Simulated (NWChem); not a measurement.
# the pair KOH···BSiH5: a chain of runs

We compute a single-point energy (singlet KBSiH6O, HF/pcseg-1), then the energy (singlet KOH, HF/pcseg-1), then the energy (singlet BSiH5, HF/pcseg-1), then a single-point energy (singlet KOH, HF/pcseg-1), then the energy (singlet BSiH5, HF/pcseg-1) of BH6KOSi and its partners. 

Program for the calculation: NWChem 7.3.0.

### Step 1. The system as given

The species is KBSiH6O (10 atoms), meant as a singlet with charge 0. The two molecules were placed rigidly side by side, at 1.1 times their contact distance; the pair isn't optimised.

Bond lengths: O1–K2 2.210 Å, B4–Si5 2.010 Å, O1–H3 0.955 Å, B4–H6 1.196 Å, B4–H7 1.195 Å, Si5–H8 1.492 Å, Si5–H9 1.492 Å, Si5–H10 1.487 Å. Angles: K2–O1–H3 180.0°, B4–Si5–H8 108.8°, B4–Si5–H9 108.8°, B4–Si5–H10 115.1°, Si5–B4–H6 118.9°, Si5–B4–H7 123.6°, H8–Si5–H9 107.3°, H8–Si5–H10 108.3°, H9–Si5–H10 108.3°, H6–B4–H7 117.5°.

### Step 2. A single-point energy at HF/pcseg-1 (run 1)

Input file sp.nw:

```
start sp
title "BH6KOSi hf"
memory total 2200 mb

geometry units atomic noautosym nocenter noautoz
O   -0.68999570   0.12925727  -0.36377228
K    2.95415216  -0.55557948   1.55675638
H   -2.26413756   0.42632221  -1.19298410
B   -5.43591058   5.17671575  -4.36058083
Si  -3.61874994   7.53641676  -2.00341205
H   -4.28824211   4.23498963  -6.06577520
H   -7.62253158   4.64917980  -4.16066670
H   -1.45348285   6.16079063  -0.83185744
H   -2.54602801   9.67004983  -3.50309870
H   -5.19757832   8.61354175   0.05746657
end

basis spherical bse
* library pcseg-1
end

scf
thresh 1e-08
maxiter 80
noprint "final vectors analysis"
end

task scf energy
```

Command:

```bash
$ nwchem sp.nw > sp.out
```

Log:

```text
[...]
  functions       =   100
[...]
  wavefunction    = RHF
[...]
         Total SCF energy =   -990.954451332151
      One-electron energy =  -1685.549070805799
      Two-electron energy =    535.433742924171
 Nuclear repulsion energy =    159.160876549477
        Time for solution =     15.9s
[...]
```

Run time: 17 s. Hardware: 1 thread of AMD EPYC 9R45 (Zen 5), shared host; peak memory 0.1 GiB.

### Step 3. KOH: the energy at HF/pcseg-1 (run 2)

Input file struct.nw:

```
start struct
title "HKO"
memory 2200 mb
charge 0

geometry units angstroms noautosym nocenter noautoz
O       -0.365130       0.068400      -0.192500
K        1.563270      -0.294000       0.823800
H       -1.198130       0.225600      -0.631300
end

basis spherical bse
* library pcseg-1
end

scf
thresh 1e-08
maxiter 80
noprint "final vectors analysis"
end

task scf energy
```

Command:

```bash
$ nwchem struct.nw > struct.out
```

Log:

```text
[...]
  functions       =    43
[...]
  wavefunction    = RHF
[...]
         Total SCF energy =   -674.500803938456
      One-electron energy =  -1018.735240703041
      Two-electron energy =    300.221660684790
 Nuclear repulsion energy =     44.012776079796
        Time for solution =      3.3s
[...]
```

Wall time 4.2 s (1 thread of AMD EPYC 9R45 (Zen 5), shared host); peak memory 0.1 GiB.

### Step 4. BSiH5: the energy at HF/pcseg-1 (run 3)

Input file a.nw:

```
start a
title "BH5Si hf"
memory 2200 mb
charge 0

geometry units angstroms noautosym nocenter noautoz
   B     -2.876560     2.739400    -2.307520
   Si    -1.914960     3.988100    -1.060160
   H     -2.269240     2.241060    -3.209870
   H     -4.033670     2.460240    -2.201730
   H     -0.769150     3.260150    -0.440200
   H     -1.347300     5.117170    -1.853760
   H     -2.750440     4.558090     0.030410
end

basis spherical bse
   * library pcseg-1
end

scf
   thresh 1e-08
   maxiter 80
   print low
end

task scf
```

Command:

```bash
$ nwchem a.nw > a.out
```

Log:

```text
[...]
  functions       =    57
[...]
  wavefunction    = RHF
[...]
         Total SCF energy =   -316.451639344862
      One-electron energy =   -531.248776856635
      Two-electron energy =    167.232694584568
 Nuclear repulsion energy =     47.564442927205
        Time for solution =      2.6s
 Task  times  cpu:        2.8s     wall:        2.8s
[...]
```

Wall time 3.3 s (1 thread of AMD EPYC 9R45 (Zen 5), shared host); peak memory 0.1 GiB.

### Step 5. KOH among ghost functions: the energy at HF/pcseg-1 (with ghost functions) (run 4)

Input file mol.nw:

```
start mol
memory total 2200 mb

geometry noautosym nocenter noautoz
  O    -0.365130    0.068400   -0.192500
  K     1.563270   -0.294000    0.823800
  H    -1.198130    0.225600   -0.631300
  bqB     -2.876560     2.739400    -2.307520
  bqSi    -1.914960     3.988100    -1.060160
  bqH     -2.269240     2.241060    -3.209870
  bqH     -4.033670     2.460240    -2.201730
  bqH     -0.769150     3.260150    -0.440200
  bqH     -1.347300     5.117170    -1.853760
  bqH     -2.750440     4.558090     0.030410
end

basis "ao basis" spherical bse
  O library pcseg-1
  K library pcseg-1
  H library pcseg-1
  bqB library B pcseg-1
  bqSi library Si pcseg-1
  bqH library H pcseg-1
end

scf
  thresh 1e-08
  maxiter 80
  print low
end

task scf energy
```

Command:

```bash
$ nwchem mol.nw > mol.out
```

Log:

```text
[...]
  functions       =   100
[...]
  wavefunction    = RHF
[...]
         Total SCF energy =   -674.502388735698
      One-electron energy =  -1018.690022680842
      Two-electron energy =    300.174857865348
 Nuclear repulsion energy =     44.012776079796
        Time for solution =     13.3s
 Task  times  cpu:       13.5s     wall:       13.5s
[...]
```

Wall time 14 s (1 thread of AMD EPYC 9R45 (Zen 5), shared host); peak memory 0.1 GiB.

### Step 6. BSiH5 among ghost functions: a single-point energy at HF/pcseg-1 (with ghost functions) (run 5)

Input file input.nw:

```
start input
title "BH5Si"
memory total 2200 mb
charge 0

geometry units angstroms noautosym nocenter noautoz
  B     -2.876560     2.739400    -2.307520
  Si    -1.914960     3.988100    -1.060160
  H     -2.269240     2.241060    -3.209870
  H     -4.033670     2.460240    -2.201730
  H     -0.769150     3.260150    -0.440200
  H     -1.347300     5.117170    -1.853760
  H     -2.750440     4.558090     0.030410
  bqO     -0.365130     0.068400    -0.192500
  bqK      1.563270    -0.294000     0.823800
  bqH     -1.198130     0.225600    -0.631300
end

basis spherical bse
  B library pcseg-1
  Si library pcseg-1
  H library pcseg-1
  bqO library O pcseg-1
  bqK library K pcseg-1
  bqH library H pcseg-1
end

scf
  nopen 0
  rhf
  thresh 1e-08
  maxiter 80
  noprint "final vectors analysis"
end

task scf energy
```

Command:

```bash
$ nwchem input.nw > input.out
```

Log:

```text
[...]
  functions       =   100
[...]
  wavefunction    = RHF
[...]
         Total SCF energy =   -316.451702078464
      One-electron energy =   -531.249442585068
      Two-electron energy =    167.233297579399
 Nuclear repulsion energy =     47.564442927205
        Time for solution =     10.7s
[...]
```

Run time: 12 s. Hardware: 1 thread of AMD EPYC 9R45 (Zen 5), shared host; peak memory 0.1 GiB.

### Step 7. What came out

```
                                                                                                                quantity          value
                                                                                         run 1, HF/pcseg-1: total energy  -990.95445 Eh
                                                                                        run 1, HF/pcseg-1: dipole moment         7.25 D
                                                                                                       KOH: total energy  -674.50080 Eh
                                                                                                      KOH: dipole moment         7.15 D
                                                                                                     BSiH5: total energy  -316.45164 Eh
                                                                                 KOH among ghost functions: total energy  -674.50239 Eh
                                                                               BSiH5 among ghost functions: total energy  -316.45170 Eh
                                                                              BSiH5 among ghost functions: dipole moment         0.50 D
              interaction energy of the rigid parts KOH and BSiH5 (parts in their own basis; closest atoms 3.07 Å apart)      -0.055 eV
interaction energy of the rigid parts KOH and BSiH5 (parts in the whole basis, counterpoise; closest atoms 3.07 Å apart)      -0.010 eV
```

What this shows: The interaction energy of the rigid parts KOH and BSiH5 (parts in their own basis; closest atoms 3.07 Å apart) is −0.05 eV (−1.3 kcal/mol): the parts attract. Without counterpoise this holds the superposition error of the basis. The interaction energy of the rigid parts KOH and BSiH5 (parts in the whole basis, counterpoise; closest atoms 3.07 Å apart) is −0.01 eV (−0.2 kcal/mol). The basis-set superposition error is 4.3 kJ/mol.
